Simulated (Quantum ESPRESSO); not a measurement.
Wanted: the native input for a Quantum ESPRESSO 7.5 run.

| Property | Result |
| --- | --- |
| Task | projected density of states |
| Functional | PBEsol |
| Potentials or basis | GBRV 1.5 PBEsol |
| Cutoff | 612 eV |
| Density cutoff | 4898 eV |
| k mesh | 8 × 8 × 7 |
| Occupations | fermi-dirac, width 0.05 eV |
| Spin | no spin polarisation |
| Hubbard terms | Nb d U = 3 eV |
| Hubbard projectors | atomic |
| Mixing beta | 0.3 |
| Most SCF iterations | 120 |
| SCF threshold | 4e-10 Ry |
| Dos occupations | tetrahedra_opt |

Crystal: NbTe.

```
CELL_PARAMETERS angstrom
3.70297 0.00000 0.00000
-1.85149 3.20687 0.00000
0.00000 0.00000 3.69421
ATOMIC_POSITIONS crystal
Te 0.66667 0.33333 0.00000
Nb 0.00000 0.00000 0.50000
```

The cell comes from a database or a generator and needn't be the stable form of this composition.

The input as run:

pw.in

```
&CONTROL
  calculation = 'scf'
  prefix = 'pwscf'
  outdir = './tmp'
  pseudo_dir = './pseudo'
  tprnfor = .true.
  tstress = .true.
  disk_io = 'low'
/
&SYSTEM
  ibrav = 0
  celldm(1) = 8
  nat = 2
  ntyp = 2
  ecutwfc = 45
  ecutrho = 360
  nbnd = 19
  occupations = 'smearing'
  smearing = 'fd'
  degauss = 0.00367493
/
&ELECTRONS
  conv_thr = 4d-10
  electron_maxstep = 120
  mixing_beta = 0.3
/
ATOMIC_SPECIES
Te   127.6000 te_pbesol_v1.uspp.F.UPF
Nb    92.9064 nb_pbesol_v1.uspp.F.UPF
CELL_PARAMETERS alat
  0.8747009296473   0.0000000000000   0.0000000000000
 -0.4373504648236   0.7575132257982   0.0000000000000
  0.0000000000000   0.0000000000000   0.8726308795725
ATOMIC_POSITIONS crystal
Te     0.6666666667    0.3333333333    0.0000000000
Nb     0.0000000000    0.0000000000    0.5000000000
K_POINTS automatic
8 8 7 0 0 0
HUBBARD {atomic}
U Nb-4d 3.0
```

nscf.in

```
&CONTROL
  calculation = 'nscf'
  prefix = 'pwscf'
  outdir = './tmp'
  pseudo_dir = './pseudo'
  disk_io = 'low'
/
&SYSTEM
  ibrav = 0
  celldm(1) = 8
  nat = 2
  ntyp = 2
  ecutwfc = 45
  ecutrho = 360
  nbnd = 19
  occupations = 'tetrahedra_opt'
/
&ELECTRONS
  conv_thr = 1d-08
  electron_maxstep = 120
  mixing_beta = 0.3
  startingwfc = 'random'
/
ATOMIC_SPECIES
Te   127.6000 te_pbesol_v1.uspp.F.UPF
Nb    92.9064 nb_pbesol_v1.uspp.F.UPF
CELL_PARAMETERS alat
  0.8747009296473   0.0000000000000   0.0000000000000
 -0.4373504648236   0.7575132257982   0.0000000000000
  0.0000000000000   0.0000000000000   0.8726308795725
ATOMIC_POSITIONS crystal
Te     0.6666666667    0.3333333333    0.0000000000
Nb     0.0000000000    0.0000000000    0.5000000000
K_POINTS automatic
12 12 11 0 0 0
HUBBARD {atomic}
U Nb-4d 3.0
```

projwfc.in

```
&PROJWFC
  prefix = 'pwscf'
  outdir = './tmp'
  filpdos = 'p'
  Emin = -2
  Emax = 23
  DeltaE = 0.05
/
```

Potentials or basis: GBRV 1.5 PBEsol.

Command:

```bash
$ OMP_NUM_THREADS=1 mpirun -n 2 pw.x -nk 2 -in pw.in > pw.out
$ OMP_NUM_THREADS=1 mpirun -n 2 pw.x -nk 2 -in nscf.in > nscf.out
$ OMP_NUM_THREADS=1 mpirun -n 1 projwfc.x -in projwfc.in > projwfc.out
```

It gave:

The pressure is -8.2 GPa. The band gap on the k mesh is none (metal or under the smearing width) and the loewdin charges are Te +1.12; Nb -1.06 e.

Caveat: U without spin polarisation on a metal has little footing; the U is typed as a test and isn't derived for this compound.

Run time: 22 s on 2 MPI ranks on Intel(R) Xeon(R) 6975P-C (Granite Rapids) (shared host), peak memory 0.3 GiB a rank.
